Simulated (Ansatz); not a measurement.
## BH₇Si₃, SMILES [SiH3][SiH]1B[SiH2]1: vertical energies of changing the electron count, step by step

Program: Ansatz's Python interface.

Interactive session:
```pycon
>>> import ansatz as az
>>> BASIS = "def2-SVPD"
>>> FUNCTIONAL = "pbe"
>>> def single_point(molecule, charge=0, unpaired=0):
...     calc = (
...         molecule.calculation()
...         .basis(gaussian=BASIS)
...         .functional(FUNCTIONAL)
...     )
...     if charge:
...         calc = calc.charge(charge)
...     if unpaired:
...         calc = calc.spin("collinear", total=unpaired)
...     report = calc.run(threads=1).report
...     if report["published_state_doubts"]:
...         print("  doubts:", report["published_state_doubts"])
...     return report["free_energy_ev"]
...
>>> geometry_ang = [
...     ("Si", (-1.2353, 1.3199, -0.459)),
...     ("Si", (-0.5637, -0.6552, 0.1528)),
...     ("B", (0.9807, -0.5055, 1.3895)),
...     ("Si", (1.4128, -1.0983, -0.5002)),
...     ("H", (-2.0834, 1.2313, -1.7144)),
...     ("H", (-2.1076, 1.9576, 0.6005)),
...     ("H", (-0.1007, 2.2386, -0.7226)),
...     ("H", (-1.4527, -1.7138, 0.5093)),
...     ("H", (1.4436, -0.2284, 2.5153)),
...     ("H", (2.0607, -0.0754, -1.2335)),
...     ("H", (1.7109, -2.5278, -0.5171)),
... ]
>>> bh7si3 = az.Crystal.molecule()
>>> for symbol, xyz in geometry_ang:
...     bh7si3 = bh7si3.atom(symbol, xyz)
...
>>> # total-energy differences at one geometry
>>> parent = single_point(bh7si3, 0, 0)
>>> cation = single_point(bh7si3, 1, 1)
>>> print(f"E(N)   = {parent:.5f} eV")
E(N)   = -24398.15501 eV
>>> print(f"E(N-1) = {cation:.5f} eV  (1 unpaired)")
E(N-1) = -24390.07904 eV  (1 unpaired)
>>> print(f"vertical ionisation energy {cation - parent:.3f} eV")
vertical ionisation energy 8.076 eV
>>> anion = single_point(bh7si3, -1, 1)
>>> print(f"E(N+1) = {anion:.5f} eV  (1 unpaired)")
E(N+1) = -24399.53364 eV  (1 unpaired)
>>> print(f"vertical electron affinity {parent - anion:.3f} eV" + ("" if anion < parent else " (unbound in this basis)"))
vertical electron affinity 1.379 eV
>>> print(f"fundamental gap IP - EA = {cation + anion - 2 * parent:.3f} eV")
fundamental gap IP - EA = 6.697 eV
```

At this unrelaxed geometry removing an electron costs 8.08 eV and adding one releases 1.38 eV.

Caveats:
- These settings explore the input space; basis and method may be short of convergence.
- The geometry is a force-field or estimated start, not a minimum of this method, and the basis set is short of its limit. All parts are taken at fixed geometry, without zero-point energy. At an unrelaxed start these energies can be a whole eV from those at the minimum, and a small affinity can change sign.
- The whole script took 34 s on 1 thread of Arm Neoverse V2, on a shared host, peak memory 0.36 GiB.
